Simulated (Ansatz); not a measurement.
**ClGeH₇Si₂: one species, many methods**

Aim: compute ClGeH₇Si₂ with functionals from several rungs and with coupled cluster, and see how far each lands from CCSD(T) at the basis-set limit for the atomisation energy.

Method: functionals in def2-TZVPP, the program's frozen cores in correlated methods; program: Ansatz 0.2.0, Gaussian basis.

Levels to be run: PBE-D4, r2SCAN-D4, PBE0-D4, B3LYP-D4, ωB97X-V, ωB97M-V, B2PLYP; CCSD(T)/def2-TZVPP; MP2/def2-QZVPP; extrapolation to the limit.

## 1. The geometry

All runs share one geometry, relaxed beforehand with PBE0-D4 in a triple-zeta def2 set.

SMILES `Cl[SiH2][SiH2][GeH3]`, 11 atoms, charge 0, spin multiplicity 1.

Atoms are counted from 1 here; the program's logs count them from 0.

Bond lengths: Cl1–Si2 2.066 Å, Si2–Si3 2.335 Å, Si2–H5 1.485 Å, Si2–H6 1.485 Å, Si3–Ge4 2.380 Å, Si3–H7 1.490 Å, Si3–H8 1.488 Å, Ge4–H9 1.535 Å, Ge4–H10 1.537 Å, Ge4–H11 1.537 Å. Angles: Cl1–Si2–Si3 108.0°, Cl1–Si2–H5 107.6°, Cl1–Si2–H6 107.7°, Si3–Si2–H5 111.2°, Si3–Si2–H6 113.2°, H5–Si2–H6 108.9°, Si2–Si3–Ge4 109.3°, Si2–Si3–H7 109.0°, Si2–Si3–H8 109.2°, Ge4–Si3–H7 110.3°, Ge4–Si3–H8 110.3°, H7–Si3–H8 108.7°, Si3–Ge4–H9 110.1°, Si3–Ge4–H10 109.8°, Si3–Ge4–H11 110.5°, H9–Ge4–H10 108.8°, H9–Ge4–H11 108.9°, H10–Ge4–H11 108.6°.

## 2. PBE-D4 (GGA)

in.yaml reads:

```yaml
crystal:
  periodic: [false, false, false]
  atoms:
    - {symbol: Cl, position_ang: [-2.122112, 1.852658, 0.384369]}
    - {symbol: Si, position_ang: [-0.093730, 1.783176, 0.770869]}
    - {symbol: Si, position_ang: [0.566517, -0.456625, 0.756128]}
    - {symbol: Ge, position_ang: [-0.140092, -1.473680, -1.276671]}
    - {symbol: H, position_ang: [0.593504, 2.552908, -0.297314]}
    - {symbol: H, position_ang: [0.139641, 2.454480, 2.074662]}
    - {symbol: H, position_ang: [2.049646, -0.527160, 0.881107]}
    - {symbol: H, position_ang: [-0.043174, -1.154071, 1.920959]}
    - {symbol: H, position_ang: [-1.672961, -1.481172, -1.359093]}
    - {symbol: H, position_ang: [0.417183, -0.686233, -2.473740]}
    - {symbol: H, position_ang: [0.371077, -2.921281, -1.360575]}
basis:
  gaussian: {orbitals: def2-TZVPP}
hamiltonian: {xc: pbe, dispersion: d4}
output: {forces: true, orbitals: {seedname: orbitals}}
```

Launch:

```sh
ansatz run in.yaml --threads 4 --pin off --events-out ev --progress --plain --max-ram 10444MiB
```

The runs that follow: r2SCAN-D4 (meta-GGA); PBE0-D4 (hybrid); B3LYP-D4 (hybrid); ωB97X-V (range-separated); ωB97M-V (range-separated); B2PLYP (double hybrid); CCSD(T) in def2-TZVPP; MP2 in def2-QZVPP.

Q: Predict the results of all the runs planned. Wanted: atomisation energy, CCSD(T)/CBS; farthest; mean size of error, hybrid; mean size of error, range-separated; gap, smallest and largest; T1 diagnostic; triples share of the correlation energy.

As calculated:

| quantity | value |
| --- | --- |
| atomisation energy, CCSD(T)/CBS | 741.8 kcal/mol |
| functionals within 7.4 kcal/mol (1.0 %) | r2SCAN-D4, ωB97X-V, ωB97M-V |
| farthest | B2PLYP (-17.8 kcal/mol) |
| mean size of error, hybrid | 9.8 kcal/mol |
| mean size of error, range-separated | 5.4 kcal/mol |
| gap, smallest and largest | 5.36 eV (PBE-D4), 11.55 eV (ωB97X-V) |
| T1 diagnostic | 0.0117 |
| triples share of the correlation energy | 3.6 % |

PBE-D4 misses by -12.4 kcal/mol. Double hybrids carry the basis error of their MP2 part in triple zeta, and no dispersion term here, so their miss is partly the set-up's. Misses under about 7.4 kcal/mol are within the doubt on the reference itself, which lacks core-valence correlation, relativity and higher excitations, and its outer-core shells are covered unevenly. Hartree-Fock recovers 75 % of the binding; the rest is correlation. The gap grows from 5.4 to 11.5 eV across the functionals, mostly with the share of exact exchange. Correlated methods include outer-core shells of Ge, which these sets cover unevenly.
